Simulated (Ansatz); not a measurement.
This script makes an atomisation energy of FGaH₃NO, SMILES [NH2][Ga]([OH])[F] with the Ansatz DFT code, driven from Python.

Contents of `fgah3no.xyz`:
```text
7

N    -0.85149    1.15823   -0.37620
Ga    0.08829   -0.39013   -0.08988
O     1.67553   -0.46720    0.60431
F    -0.56439   -1.92844   -0.62647
H    -1.85962    1.03905   -0.41292
H    -0.62066    1.89826    0.27858
H     2.13233   -1.30977    0.62258
```

`run_tae.py`:
```python
'''Energy to split FGaH3NO into its atoms.'''

from collections import Counter
from dataclasses import dataclass

import ansatz as az


@dataclass(frozen=True)
class Options:
    basis_set: str = 'def2-SVP'
    functional: str = 'pbe0'


opts = Options()


def single_point(molecule, charge=0, unpaired=0):
    calc = molecule.calculation().basis(gaussian=opts.basis_set).functional(opts.functional)
    if charge:
        calc = calc.charge(charge)
    if unpaired:
        calc = calc.spin('collinear', total=unpaired)
    return calc.run(threads=1).report['free_energy_ev']

molecule = az.Crystal.molecule_from_extxyz('fgah3no.xyz')

# unpaired electrons of the ground-state atoms
unpaired = {'N': 3, 'Ga': 1, 'O': 2, 'F': 1, 'H': 1}
counts = Counter(site.symbol for site in molecule.cartesian_sites)
atom_energy = {s: single_point(az.Crystal.molecule().atom(s, (0, 0, 0)), 0, unpaired[s]) for s in counts}
whole = single_point(molecule, 0, 0)
for s, e in atom_energy.items():
    print(f'{s:2s} x{counts[s]}  {e:14.5f} eV')
print(f'FGaH3NO: {whole:.5f} eV')
split = sum(counts[s] * e for s, e in atom_energy.items()) - whole
print(f'atomisation energy (no zero-point term): {96.485332 * split:.1f} kJ/mol, {split / sum(counts.values()):.3f} eV an atom')
```

What does it cost to take this molecule apart into atoms?

2335.0 kJ/mol from the electronic energies, without the zero-point term.

The output:

Running `python run_tae.py` prints:
```text
N  x1     -1482.44855 eV
Ga x1    -52363.02068 eV
O  x1     -2038.81032 eV
F  x1     -2708.86787 eV
H  x3       -13.61361 eV
FGaH3NO: -58658.18873 eV
atomisation energy (no zero-point term): 2335.0 kJ/mol, 3.457 eV an atom
```

Total energies depend on the basis set; only differences at equal settings carry meaning. The geometry is a force-field or estimated start, not a minimum of this method, and the basis set is short of its limit. All parts are taken at fixed geometry, without zero-point energy. Hardware and time: 3 s on 1 thread of Intel(R) Xeon(R) Processor @ 2.30GHz (shared host), peak memory 0.27 GiB.
